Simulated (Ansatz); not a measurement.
# Al2Cl2H5N: the cost of one run

Program: Ansatz 0.2.0. Level of theory: RKS B3LYP/def2-SVP. These are calculated values, not measurements.

## Step 1: Starting point

Bond lengths: Al1–Cl3 2.014 Å, Al1–Cl4 2.014 Å, Al1–N6 2.238 Å, Al5–N6 2.237 Å, Al5–H7 1.540 Å, Al5–H8 1.540 Å, N6–H9 1.014 Å, N6–H10 1.014 Å. Angles: Cl3–Al1–Cl4 134.6°, Cl3–Al1–N6 106.3°, Cl4–Al1–N6 107.8°, Al1–N6–Al5 82.1°, Al1–N6–H9 116.4°, Al1–N6–H10 115.9°, Al5–N6–H9 116.4°, Al5–N6–H10 116.3°, H9–N6–H10 108.2°, N6–Al5–H7 109.4°, N6–Al5–H8 111.4°, H7–Al5–H8 122.0°.

Structure file:

```xyz
10

Al   -1.3163   -0.3646   -0.6957
H    -0.6671    1.5309   -0.7049
Cl   -0.8972   -1.0438   -2.5453
Cl   -2.9735   -0.3000    0.4462
Al    1.0365    1.1121    0.2623
N     0.3876   -1.0003    0.6093
H     2.1917    1.1319   -0.7556
H     1.0979    1.9043    1.5814
H     0.9932   -1.7243    0.2389
H     0.1471   -1.2462    1.5635
```

## Step 2: Pulling towards end A

Springs on the bonds that form and break draw the guess towards this end; the thresholds are loose.

input.yaml reads:

```yaml
crystal:
  periodic: [false, false, false]
  atoms:
    - { symbol: Al, position_ang: [-1.3163, -0.3646, -0.6957] }
    - { symbol: H, position_ang: [-0.6671, 1.5309, -0.7049] }
    - { symbol: Cl, position_ang: [-0.8972, -1.0438, -2.5453] }
    - { symbol: Cl, position_ang: [-2.9735, -0.3, 0.4462] }
    - { symbol: Al, position_ang: [1.0365, 1.1121, 0.2623] }
    - { symbol: "N", position_ang: [0.3876, -1.0003, 0.6093] }
    - { symbol: H, position_ang: [2.1917, 1.1319, -0.7556] }
    - { symbol: H, position_ang: [1.0979, 1.9043, 1.5814] }
    - { symbol: H, position_ang: [0.9932, -1.7243, 0.2389] }
    - { symbol: H, position_ang: [0.1471, -1.2462, 1.5635] }
basis:
  gaussian: { orbitals: def2-SVP }
hamiltonian:
  xc: b3lyp
relax:
  f_tol: 0.15
  max_steps: 25
  restrain:
    - { distance: [0, 5], at: 3.22, k: 30.0 }
    - { distance: [4, 1], at: 2.82, k: 30.0 }
    - { distance: [0, 1], at: 1.52, k: 30.0 }
    - { distance: [4, 5], at: 1.92, k: 30.0 }
```

Run with:

```
ansatz run input.yaml --threads 2 --pin off --max-ram 3072MiB --backend cpu --events-out ev --progress --plain --runs-dir out
```

What time and memory should one allow on 2 threads of Intel Xeon Platinum 8488C (Sapphire Rapids), shared host?

About 21 s, with a peak of 0.28 GiB.
